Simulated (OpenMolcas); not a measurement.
# Cu³⁺ among point charges: CASSCF and CASPT2 levels and susceptibility

Aim: the splitting of the states of Cu³⁺ in the field of 6 point charges, its lowest levels with spin-orbit coupling and its magnetic susceptibility.

The numbers are computed with OpenMolcas 26.06 (state-averaged CASSCF and CASPT2, spin-orbit coupling by RASSI with atomic mean-field integrals), except any that are marked as measured or tabulated.

**1. Starting point**

- Species: Cu³⁺ (copper, Z = 29, 26 electrons)
- Basis: ANO-RCC-VDZP [5s4p2d1f], 34 functions
- Scalar Hamiltonian: DKH2, point nucleus
- Inactive shells: 1s 2s 2p 3s 3p
- Active space: 8 electrons in 5 orbitals (3d)
- Some configurations of this space: 3d⁸
- Orbitals: optimised for each spin and parity, averaged over all roots

The outer shells:

3d8
```
3d [↑↓][↑↓][↑↓][↑ ][↑ ]
```

The ion sits among 6 point charges of -1.5 e arranged as an octahedron (Oh), 1.66 Å from the ion.

Each step is its own input file, run in one work folder so that later steps find the files of earlier ones. Labels, J, g values, rates, χT and fits are worked out afterwards by a script from the matrices that RASSI stores. The input lists half of the charges; inversion (Group=XYZ) makes the rest.

**2. One- and two-electron integrals**

a.inp

```
&GATEWAY
Coord
1

Cu 0.0 0.0 0.0
Basis=ANO-RCC-VDZP
Group=XYZ
NoMove
AngMom=0.0 0.0 0.0
AMFI
XField
3 Angstrom 0
1.660000 0.000000 0.000000 -1.500000
0.000000 1.660000 0.000000 -1.500000
0.000000 0.000000 1.660000 -1.500000
&SEWARD
```

The program printed:

```text
Basis set label: CU.ANO-RCC...5S4P2D1F.

      Electronic valence basis set:
      ------------------
      Associated Effective Charge  29.000000 au
      Associated Actual Charge     29.000000 au
      Nuclear Model: Point charge

      Shell  nPrim  nBasis  Cartesian Spherical Contaminant
         s      21       5        X
         p      15       4        X
         d      10       2                 X
         f       6       1                 X
                  Relativistic Douglas-Kroll-Hess integrals:
                    - DKH order of Hamiltonian: 2
                    - DKH order of Properties : 0
                  Atomic mean-field integrals
```

**3. Reference wave functions, triplets of even parity, 10 roots**

a.inp

```
&RASSCF
FileOrb=start.orb
Symmetry=1
Spin=3
nActEl=8 0 0
Inactive=3 6
Ras2=5 0
CIRoot=10 10 1
SDav=10
CIMx=300
Iter=120 100
PrWF=0.3
OrbListing=Nothing
MaxOrb=0
>>> COPY $Project.JobIph JOB001
```

start.orb holds the contracted functions of the basis, ordered by shell, or the orbitals of the step before.

The program printed (excerpt; [...] marks lines left out):

```text
[...]
      Number of active orbitals                  5
[...]
      Spin quantum number                      1.0
[...]
      Active orbitals                            5   0
[...]
      Number of CSFs                            10
      Number of root(s) required                10
[...]
      Convergence after  9 iterations
[...]
      Natural orbitals and occupation numbers for root  1
      sym 1:   2.000000   2.000000   1.000000   1.000000   2.000000
      Natural orbitals and occupation numbers for root  2
      sym 1:   1.284061   1.715939   1.284061   1.715939   2.000000
      Natural orbitals and occupation numbers for root  3
      sym 1:   2.000000   1.230090   1.769910   1.769910   1.230090
::    RASSCF root number  1 Total energy:  -1659.55656412
::    RASSCF root number  2 Total energy:  -1659.53490560
::    RASSCF root number  3 Total energy:  -1659.53490560
[...]
::    RASSCF root number  7 Total energy:  -1659.51812895
::    RASSCF root number  8 Total energy:  -1659.42967991
::    RASSCF root number  9 Total energy:  -1659.42967991
::    RASSCF root number 10 Total energy:  -1659.42967991
```

**4. CASSCF: singlets of even parity, 15 roots**

a.inp

```
&RASSCF
FileOrb=start.orb
Symmetry=1
Spin=1
nActEl=8 0 0
Inactive=3 6
Ras2=5 0
CIRoot=15 15 1
SDav=15
CIMx=300
Iter=120 100
PrWF=0.3
OrbListing=Nothing
MaxOrb=0
>>> COPY $Project.JobIph JOB002
```

The program printed (excerpt; [...] marks lines left out):

```text
[...]
      Number of active orbitals                  5
[...]
      Spin quantum number                      0.0
[...]
      Active orbitals                            5   0
[...]
      Number of CSFs                            15
      Number of root(s) required                15
[...]
      Convergence after  7 iterations
[...]
      Natural orbitals and occupation numbers for root  1
      sym 1:   1.932214   1.806873   1.146496   1.146496   1.967922
      Natural orbitals and occupation numbers for root  2
      sym 1:   1.872458   1.997799   1.146496   1.146496   1.836750
      Natural orbitals and occupation numbers for root  3
      sym 1:   1.998887   1.279466   1.262266   1.741792   1.717588
::    RASSCF root number  1 Total energy:  -1659.46110626
::    RASSCF root number  2 Total energy:  -1659.46110626
::    RASSCF root number  3 Total energy:  -1659.44513537
[...]
::    RASSCF root number 12 Total energy:  -1659.39214011
::    RASSCF root number 13 Total energy:  -1659.39214011
::    RASSCF root number 14 Total energy:  -1659.39214011
::    RASSCF root number 15 Total energy:  -1659.21020784
```

**5. RASSI: spin-orbit coupling between the states**

a.inp

```
&RASSI
NrOfJobIphs=2 10 15
1 2 3 4 5 6 7 8 9 10
1 2 3 4 5 6 7 8 9 10 11 12 13 14 15
IphNames
JOB001
JOB002
EJob
SpinOrbit
DIPRint=1.0
SOCoupling=1000.0
Subsets=2
Property=9
'ANGMOM' 1 'ANGMOM' 2 'ANGMOM' 3 'MLTPL  1' 1 'MLTPL  1' 2 'MLTPL  1' 3
'AMFI' 1 'AMFI' 2 'AMFI' 3
SOProperty=3
'ANGMOM' 1 'ANGMOM' 2 'ANGMOM' 3
```

The program printed (excerpt; [...] marks lines left out):

```text
SPIN-FREE ENERGIES:
  (Shifted by EMIN (a.u.) =      -1659.5565641168)
 SF State       Relative EMIN(au)   Rel lowest level(eV)    D:o, cm**(-1)      L_eff
     1             0.0000000000        0.0000000000              0.0000         3.0
     2             0.0216585164        0.5893582542           4753.4949         3.0
     3             0.0216585164        0.5893582542           4753.4949         3.0
     4             0.0216585164        0.5893582542           4753.4949         3.0
     5             0.0384351643        1.0458741025           8435.5435         3.0
     6             0.0384351643        1.0458741025           8435.5435         3.0
     7             0.0384351643        1.0458741025           8435.5435         3.0
    11             0.0954578540        2.5975405341          20950.5773         2.3
    12             0.0954578540        2.5975405341          20950.5773         2.3
    13             0.1114287500        3.0321307540          24455.7838         2.1
[...]
Eigenvalues of complex Hamiltonian:
   -----------------------------------
  (Shifted by EMIN (a.u.) =      -1659.5565641168)
 SO State       Relative EMIN(au)   Rel lowest level(eV)    D:o, cm**(-1)     J-value
     1            -0.0016885842        0.0000000000              0.0000         3.0
     2            -0.0016885842        0.0000000000              0.0000         2.8
     3            -0.0016885842        0.0000000000              0.0000         2.8
     4             0.0181673615        0.5403078075           4357.8764         3.0
     5             0.0181673615        0.5403078075           4357.8764         3.1
     6             0.0194233731        0.5744856244           4633.5390         2.7
     7             0.0194233731        0.5744856244           4633.5390         3.1
     8             0.0194233731        0.5744856244           4633.5390         2.9
     9             0.0231181423        0.6750254168           5444.4472         2.4
    10             0.0231181423        0.6750254168           5444.4472         2.3
    11             0.0231181423        0.6750254168           5444.4472         2.4
[...]
```

These steps took 5.2 s in all on 1 thread, shared host.

Spin-free states, with their symmetry labels:

| state | degeneracy | E (cm-1) | free-ion L (%) |
| --- | --- | --- | --- |
| 3A2 | 1 | 0 | F (100) |
| 3T2 | 3 | 4753 | F (100) |
| 3T1 | 3 | 8436 | F (99) |
| 1E | 2 | 20951 | D (90) |
| 1T2 | 3 | 24456 | D (96) |
| 3T1 | 3 | 27848 | P (99) |
| 1A1 | 1 | 32088 | G (99) |
| 1T1 | 3 | 33210 | G (100) |
| 1E | 2 | 35291 | G (90) |
| 1T2 | 3 | 36087 | G (96) |
| 1A1 | 1 | 76016 | S (99) |

With spin-orbit coupling:

```json
{"E (cm-1)": "0.0", "Degeneracy": "3", "Label": "T2", "2S+1": "3"}
{"E (cm-1)": "4358", "Degeneracy": "2", "Label": "E", "2S+1": "3"}
{"E (cm-1)": "4634", "Degeneracy": "3", "Label": "T1", "2S+1": "3"}
{"E (cm-1)": "5444", "Degeneracy": "3", "Label": "T2", "2S+1": "3"}
{"E (cm-1)": "5588", "Degeneracy": "1", "Label": "A2", "2S+1": "3"}
{"E (cm-1)": "7379", "Degeneracy": "1", "Label": "A1", "2S+1": "3"}
{"E (cm-1)": "8338", "Degeneracy": "3", "Label": "T1", "2S+1": "3"}
{"E (cm-1)": "9649", "Degeneracy": "3", "Label": "T2", "2S+1": "3"}
{"E (cm-1)": "9809", "Degeneracy": "2", "Label": "E", "2S+1": "3"}
{"E (cm-1)": "21289", "Degeneracy": "2", "Label": "E", "2S+1": "1"}
{"E (cm-1)": "24345", "Degeneracy": "3", "Label": "T2", "2S+1": "1"}
{"E (cm-1)": "27960", "Degeneracy": "2", "Label": "E", "2S+1": "3"}
{"E (cm-1)": "28334", "Degeneracy": "3", "Label": "T2", "2S+1": "3"}
{"E (cm-1)": "28681", "Degeneracy": "3", "Label": "T1", "2S+1": "3"}
{"E (cm-1)": "29030", "Degeneracy": "1", "Label": "A1", "2S+1": "3"}
{"E (cm-1)": "32499", "Degeneracy": "1", "Label": "A1", "2S+1": "1"}
{"E (cm-1)": "33613", "Degeneracy": "3", "Label": "T1", "2S+1": "1"}
{"E (cm-1)": "35716", "Degeneracy": "2", "Label": "E", "2S+1": "1"}
{"E (cm-1)": "36494", "Degeneracy": "3", "Label": "T2", "2S+1": "1"}
{"E (cm-1)": "76499", "Degeneracy": "1", "Label": "A1", "2S+1": "1"}
```

Powder χT (cm³ K/mol): 1.74 at 2 K, 1.75 at 5 K, 1.75 at 10 K, 1.75 at 20 K, 1.76 at 50 K, 1.79 at 100 K, 1.81 at 150 K, 1.83 at 200 K, 1.85 at 250 K, 1.87 at 300 K.

**6. CASPT2: IPEA 0.25, imaginary shift 0.1 (closed shells correlated: 3s 3p)**

a.inp

```
>>> COPY JOB001 $Project.JobIph
&CASPT2
Multistate=10 1 2 3 4 5 6 7 8 9 10
NoMult
Frozen=2 3
IPEA=0.25
Imaginary=0.1
MaxIter=60
WThr=0.0 0.3 0.05
PrWF=0.5
NoMix
>>> COPY JOB002 $Project.JobIph
&CASPT2
Multistate=15 1 2 3 4 5 6 7 8 9 10 11 12 13 14 15
NoMult
Frozen=2 3
IPEA=0.25
Imaginary=0.1
MaxIter=60
WThr=0.0 0.3 0.05
PrWF=0.5
NoMix
```

The program printed (excerpt; [...] marks lines left out):

```text
[...]
      Active orbitals                            5   0
[...]
      E2 (Variational):          -0.4213456777
      Total energy:           -1659.9779097945
[...]
::    CASPT2 Root  1     Total energy:  -1659.97790979
::    CASPT2 Root  2     Total energy:  -1659.95710605
[...]
::    CASPT2 Root 12     Total energy:  -1659.81994771
::    CASPT2 Root 13     Total energy:  -1659.81996265
::    CASPT2 Root 14     Total energy:  -1659.81991356
::    CASPT2 Root 15     Total energy:  -1659.67298830
```

Time for this run: 1.6 s (1 thread, shared host).

SS-CASPT2: lowest energy less the reference's lowest, -0.4213 hartree; reference weights 0.942 to 0.950.

States without spin-orbit coupling:

| state | degeneracy | E (cm-1) | free-ion L (%) |
| --- | --- | --- | --- |
| 3A2 | 1 | 0 | F (100) |
| 3T2 | 3 | 4547 | F (100) |
| 3T1 | 3 | 9426 | F (99) |
| 1E | 2 | 17914 | D (90) |
| 1T2 | 3 | 21667 | D (96) |
| 3T1 | 3 | 25452 | P (99) |
| 1A1 | 1 | 29696 | G (99) |
| 1T1 | 3 | 31983 | G (100) |
| 1E | 2 | 34100 | G (90) |
| 1T2 | 3 | 34670 | G (96) |
| 1A1 | 1 | 66923 | S (99) |

With spin-orbit coupling:

| E (cm-1) | Degeneracy | Label | 2S+1 |
| --- | --- | --- | --- |
| 0 | 3 | T2 | 3 |
| 4240 | 2 | E | 3 |
| 4500 | 3 | T1 | 3 |
| 5300 | 3 | T2 | 3 |
| 5400 | 1 | A2 | 3 |
| 8380 | 1 | A1 | 3 |
| 9280 | 3 | T1 | 3 |
| 10600 | 3 | T2 | 3 |
| 10660 | 2 | E | 3 |
| 18370 | 2 | E | 1 |
| 21640 | 3 | T2 | 1 |
| 25560 | 2 | E | 3 |
| 25900 | 3 | T2 | 3 |
| 26300 | 3 | T1 | 3 |
| 26630 | 1 | A1 | 3 |
| 30130 | 1 | A1 | 1 |
| 32400 | 3 | T1 | 1 |
| 34540 | 2 | E | 1 |
| 35090 | 3 | T2 | 1 |
| 67440 | 1 | A1 | 1 |

Powder χT (cm³ K/mol): 1.77 at 2 K, 1.77 at 5 K, 1.77 at 10 K, 1.77 at 20 K, 1.79 at 50 K, 1.81 at 100 K, 1.83 at 150 K, 1.85 at 200 K, 1.87 at 250 K, 1.90 at 300 K.

**7. The methods side by side**

A. CASSCF
B. SS-CASPT2, IPEA 0.25, imaginary shift 0.1 (closed shells correlated: 3s 3p)

| method | ground state | first state of that spin (cm-1) | first gap with spin-orbit (cm-1) | χT at 300 K |
| --- | --- | --- | --- | --- |
| A | 3A2 | 3T2 4753 | 4357.9 | 1.87 |
| B | 3A2 | 3T2 4547 | 4240.7 | 1.90 |

**8. Outcome**

```
                                            quantity                                                                        value
                                              method  SS-CASPT2, IPEA 0.25, imaginary shift 0.1 (closed shells correlated: 3s 3p)
                              spin-free ground state                                              3A2, 1-fold in its orbital part
first state of the same spin within the active space                                                             3T2 at 4550 cm⁻¹
                                        lowest level                                                                    3-fold T2
                                          next level                                                                  4240.7 cm⁻¹
                                         χT at 300 K                                                               1.90 cm³ K/mol
                           effective moment at 300 K                                                                      3.89 μB
```

Cost by method:

| method | time of its own steps | time with the reference |
| --- | --- | --- |
| A. CASSCF | 5.2 s | 5.2 s |
| B. SS-CASPT2, IPEA 0.25, imaginary shift 0.1, +3s 3p | 1.6 s | 6.8 s |

Times are of one thread on a shared host.

What this shows: The spin-free ground state (3A2) comes to 100 % from free-ion F terms and keeps the highest spin of the shell. χT at 300 K is 1.90, against 1.00 cm³ K/mol for the spin alone, so orbital moment adds to it. CASPT2 does not keep the components of a term degenerate, and the means are used. The field of point charges can differ much from that of real complexes. This is an electrostatic model: the charges have no orbitals.
